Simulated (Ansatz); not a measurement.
# C3H7BF2: up Jacob's ladder to CCSD(T)

How much do the methods differ for C3H7BF2? The plan is to run it at one geometry with functionals of several rungs and with coupled cluster, and see how far each lands from CCSD(T) at the basis-set limit for the atomisation energy.

Program: Ansatz 0.2.0, Gaussian basis. Level of theory: functionals in def2-TZVPP, the program's frozen cores in correlated methods. These are calculated values, not measurements.

Plan: LDA (SPW92), PBE-D4, revPBE-D4, BLYP-D4, r2SCAN-D4, B97M-V, PBE0-D4, B3LYP-D4, r2SCANh-D4, r2SCAN0-D4, HSE06-D4, BHLYP-D4, CAM-B3LYP-D4, LC-ωPBE, ωB97X-V, ωB97M-V, B2PLYP, PBE-QIDH; CCSD(T)/def2-SVP; CCSD(T)/def2-TZVPP; MP2/def2-QZVPP; extrapolation to the limit; RPA on PBE.

## Step 1: Structure used throughout

An earlier PBE0-D4 in a triple-zeta def2 set relaxation fixed the geometry.

SMILES `CC(C)B(F)F`, 13 atoms, charge 0, spin multiplicity 1.

Atoms are counted from 1 here; the program's logs count them from 0.

Bond lengths: C1–C2 1.527 Å, C1–H7 1.094 Å, C1–H8 1.093 Å, C1–H9 1.091 Å, C2–C3 1.527 Å, C2–B4 1.565 Å, C2–H10 1.104 Å, C3–H11 1.093 Å, C3–H12 1.094 Å, C3–H13 1.091 Å, B4–F5 1.324 Å, B4–F6 1.324 Å. Angles: C2–C1–H7 111.0°, C2–C1–H8 110.8°, C2–C1–H9 111.9°, H7–C1–H8 107.4°, H7–C1–H9 107.6°, H8–C1–H9 108.1°, C1–C2–C3 112.1°, C1–C2–B4 112.9°, C1–C2–H10 107.4°, C3–C2–B4 112.9°, C3–C2–H10 107.4°, B4–C2–H10 103.3°, C2–C3–H11 110.8°, C2–C3–H12 111.0°, C2–C3–H13 111.9°, H11–C3–H12 107.4°, H11–C3–H13 108.1°, H12–C3–H13 107.6° and more.

## Step 2: LDA

This LDA is Slater exchange with PW92 correlation.

in.yaml

```yaml
crystal:
  periodic: [false, false, false]
  atoms:
    - {symbol: C, position_ang: [-0.846351, -0.895630, -0.718061]}
    - {symbol: C, position_ang: [0.226930, 0.094049, -0.269528]}
    - {symbol: C, position_ang: [0.969891, -0.387207, 0.975002]}
    - {symbol: B, position_ang: [-0.311924, 1.556543, -0.130949]}
    - {symbol: F, position_ang: [0.258163, 2.445434, 0.667254]}
    - {symbol: F, position_ang: [-1.343180, 1.997469, -0.834034]}
    - {symbol: H, position_ang: [-1.607755, -1.025182, 0.056341]}
    - {symbol: H, position_ang: [-0.409844, -1.878264, -0.914447]}
    - {symbol: H, position_ang: [-1.352959, -0.562785, -1.625620]}
    - {symbol: H, position_ang: [0.965814, 0.171495, -1.085591]}
    - {symbol: H, position_ang: [1.428686, -1.363580, 0.799290]}
    - {symbol: H, position_ang: [0.286304, -0.495018, 1.821933]}
    - {symbol: H, position_ang: [1.756724, 0.307776, 1.273310]}
basis:
  gaussian: {orbitals: def2-TZVPP}
hamiltonian: {xc: lda}
output: {orbitals: {seedname: orbitals}}
```

Command:

```console
$ ansatz run in.yaml --threads 4 --pin off --events-out ev --progress --plain --max-ram 10444MiB
```

The runs that follow: PBE-D4 (GGA); revPBE-D4 (GGA); BLYP-D4 (GGA); r2SCAN-D4 (meta-GGA); B97M-V (meta-GGA); B3LYP-D4 (hybrid); r2SCANh-D4 (hybrid); r2SCAN0-D4 (hybrid); HSE06-D4 (hybrid); BHLYP-D4 (hybrid); CAM-B3LYP-D4 (range-separated); LC-ωPBE (range-separated); ωB97X-V (range-separated); ωB97M-V (range-separated); B2PLYP (double hybrid); PBE-QIDH (double hybrid); CCSD(T) in def2-SVP; CCSD(T) in def2-TZVPP; MP2 in def2-QZVPP; RPA on PBE orbitals.

Q: Predict the results of all the runs planned. Wanted: atomisation energy, CCSD(T)/CBS; farthest beyond LDA; mean size of error, GGA; mean size of error, meta-GGA; mean size of error, hybrid; mean size of error, range-separated; mean size of error, double hybrid; gap, smallest and largest; T1 diagnostic.

**Answer**, as computed:

```
                               quantity                                                                                  value
        atomisation energy, CCSD(T)/CBS                                                                        1301.7 kcal/mol
functionals within 6.5 kcal/mol (0.5 %)  revPBE-D4, BLYP-D4, B97M-V, B3LYP-D4, r2SCANh-D4, LC-ωPBE, ωB97X-V, ωB97M-V, PBE-QIDH
                    farthest beyond LDA                                                              BHLYP-D4 (-31.0 kcal/mol)
                mean size of error, GGA                                                                          11.7 kcal/mol
           mean size of error, meta-GGA                                                                           6.4 kcal/mol
             mean size of error, hybrid                                                                           9.7 kcal/mol
    mean size of error, range-separated                                                                           5.7 kcal/mol
      mean size of error, double hybrid                                                                           4.6 kcal/mol
              gap, smallest and largest                                              6.42 eV (LDA (SPW92)), 14.18 eV (LC-ωPBE)
                          T1 diagnostic                                                                                 0.0111
triples share of the correlation energy                                                                                  3.3 %
```

**Reading.** The LDA atomisation energy is off by 182.2 kcal/mol (14 %): it overbinds. PBE-D4 is off by +27.5 kcal/mol. Double hybrids carry the basis error of their MP2 part in triple zeta, and no dispersion term here, so their miss is partly the set-up's. The rungs double hybrid, range-separated, meta-GGA miss on average by less than the doubt on the reference (6.5 kcal/mol), so they tie. Misses under about 6.5 kcal/mol are within the doubt on the reference itself, which lacks core-valence correlation, relativity and higher excitations. Hartree-Fock recovers 77 % of the binding; the rest is correlation. CCSD(T) in def2-SVP is off by -44.3 kcal/mol, worse than the median functional, from the basis alone. The gap grows from 6.4 to 14.2 eV across the functionals, mostly with the share of exact exchange.
